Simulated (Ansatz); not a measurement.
# CH5GeNO, SMILES C[O][Ge][NH2]: a rigid scan of one bond length

Program: Ansatz's Python interface.

Run as a notebook:

In [1]:
```python
import ansatz as az
import matplotlib.pyplot as plt
import numpy as np

GEOMETRY = """
C     0.33320    0.87960   -1.04640
O     1.12810    0.40450   -0.06670
Ge    0.66230   -1.32130    0.15700
N    -0.56320   -1.44810    1.46460
H     0.42940    0.38640   -2.04350
H    -0.78070    0.89950   -0.74040
H     0.56980    1.99310   -1.21770
H    -1.41440   -0.88870    1.11560
H    -0.27600   -0.95130    2.36040
"""

geometry = az.Crystal.molecule()
for line in GEOMETRY.strip().splitlines():
    symbol, *xyz = line.split()
    geometry = geometry.atom(symbol, [float(v) for v in xyz])
```

In [2]:
```python
symbols = [site.symbol for site in geometry.cartesian_sites]
start = np.array([site.position_ang for site in geometry.cartesian_sites])
axis = (start[2] - start[1]) / np.linalg.norm(start[2] - start[1])
moving = [2, 3, 7, 8]
lengths, energies = [1.585, 1.657, 1.729, 1.801, 1.874, 1.946, 2.018, 2.126], []
for length in lengths:
    xyz = start.copy()
    xyz[moving] += (length - np.linalg.norm(start[2] - start[1])) * axis
    point = az.Crystal.molecule()
    for symbol, xyz in zip(symbols, xyz):
        point = point.atom(symbol, xyz.tolist())
    model = (
        point.calculation()
        .basis(gaussian="def2-SVP")
        .functional("CAM-B3LYP")
    )
    rep = model.run(threads=1, pin="off").report
    energies.append(rep["free_energy_ev"])
    print(f"r = {length:6.3f} A  E = {energies[-1]:.5f} eV  <S^2> = {abs(rep['mean_field']['state']['spin_squared']):.3f}")
```
```text
r =  1.585 A  E = -61162.45601 eV  <S^2> = 0.000
r =  1.657 A  E = -61163.03962 eV  <S^2> = 0.000
r =  1.729 A  E = -61163.36633 eV  <S^2> = 0.000
r =  1.801 A  E = -61163.51285 eV  <S^2> = 0.000
r =  1.874 A  E = -61163.53328 eV  <S^2> = 0.000
r =  1.946 A  E = -61163.46617 eV  <S^2> = 0.000
r =  2.018 A  E = -61163.34017 eV  <S^2> = 0.000
r =  2.126 A  E = -61163.08249 eV  <S^2> = 0.000
```

In [3]:
```python
# quartic fit about the minimum
fit = np.polynomial.Polynomial.fit(lengths, np.array(energies) - min(energies), 4).convert()
roots = [r.real for r in fit.deriv().roots() if abs(r.imag) < 1e-9 and fit.deriv(2)(r.real) > 0]
r_e = min(roots, key=lambda r: abs(r - lengths[int(np.argmin(energies))]))
print(f"minimum of the fit at {r_e:.4f} A, force constant {fit.deriv(2)(r_e):.2f} eV/A^2")
plt.figure(figsize=(4.5, 3))
plt.plot(lengths, np.array(energies) - min(energies), "o-")
plt.xlabel("bond length (A)")
plt.ylabel("E - E(min) (eV)")
plt.tight_layout()
plt.savefig("scan.png", dpi=100)
```
```text
minimum of the fit at 1.8493 A, force constant 18.66 eV/A^2
```

Caveats:
- Total energies depend on the basis set; only differences at equal settings carry meaning.
- The rest of the molecule is held rigid at a force-field or estimated start geometry, and the basis set is modest; single-reference methods fail as a bond breaks.
- The orbitals are restricted, so S² is zero by construction.
- The whole script took 36 s on 1 thread of Arm Neoverse V1, with other jobs on the host, peak memory 0.33 GiB.

(Lines on the test bed's own set-up are left out of the output.)
